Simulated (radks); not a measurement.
**Polarisabilities and dispersion coefficients of Cd, In⁺, Sn²⁺ and others**

An exercise on one series of results from a longer session: the logs are not shown, and one member is left open.

Program: radks (a radial shooting solver on a logarithmic mesh, Libxc functionals) version 1. Level of theory: scalar-relativistic Kohn-Sham, LDA (Slater exchange, Perdew-Wang correlation), spin-polarised, spherical densities, finite nucleus. These are calculated values, not measurements, unless marked.

**The system**

```
species : Cd ([Kr] 4d10 5s2), In⁺ ([Kr] 4d10 5s2), Sn²⁺ ([Kr] 4d10 5s2), Sb³⁺ ([Kr] 4d10 5s2), Te⁴⁺ ([Kr] 4d10 5s2), I⁵⁺ ([Kr] 4d10 5s2), Xe⁶⁺ ([Kr] 4d10 5s2), Cs⁷⁺ ([Kr] 4d10 5s2), Ba⁸⁺ ([Kr] 4d10 5s2)
```

Set-up of the first run:

The run's settings:

```text
Z 48
configuration [Kr] 4d10 5s2
relativity scalar-relativistic
functional lda,pw
spin polarised
nucleus finite rms 4.6087 fm
c 137.035999084
response adiabatic LDA kernel
```

Steps of the session up to this table: Cd, [Kr] 4d10 5s2; In⁺, [Kr] 4d10 5s2; Sn²⁺, [Kr] 4d10 5s2; Sb³⁺, [Kr] 4d10 5s2; Te⁴⁺, [Kr] 4d10 5s2; I⁵⁺, [Kr] 4d10 5s2; Xe⁶⁺, [Kr] 4d10 5s2; Cs⁷⁺, [Kr] 4d10 5s2; Ba⁸⁺, [Kr] 4d10 5s2.

One of the session's tables, all rows but one given; the rest of the session is left out.

| species | −ε(HOMO) (eV) | α (bohr³) | α uncoupled (bohr³) | C6 (hartree bohr⁶) | C8 (hartree bohr⁸) |
| --- | --- | --- | --- | --- | --- |
| Cd | 5.955 | 44.67 | 84.80 | 395.8 | 19540 |
| In⁺ | ? | ? | ? | ? | ? |
| Sn²⁺ | 26.529 | 14.37 | 27.32 | 80.64 | 1745 |
| Sb³⁺ | 39.394 | 10.01 | 18.75 | 47.80 | 808.2 |
| Te⁴⁺ | 53.770 | 7.401 | 13.65 | 30.71 | 424.9 |
| I⁵⁺ | 69.582 | 5.690 | 10.35 | 20.85 | 243.2 |
| Xe⁶⁺ | 86.778 | 4.502 | 8.082 | 14.74 | 148.0 |
| Cs⁷⁺ | 105.32 | 3.640 | 6.460 | 10.75 | 94.43 |
| Ba⁸⁺ | 125.20 | 2.995 | 5.259 | 8.040 | 62.52 |

**Question.** Estimate the row for In⁺.

**Answer.** −ε(HOMO) (eV): 15.302; α (bohr³): 22.77; α uncoupled (bohr³): 43.79; C6 (hartree bohr⁶): 155.4; C8 (hartree bohr⁸): 4657. In the column «−ε(HOMO) (eV)» it lies between Cd (5.955) and Sn²⁺ (26.529).

In words: Uncoupled leaves out the potential induced by the response; C8 is given only where no p, d or f shell is open. For heavy and open-shell atoms this level can miss by tens of per cent.
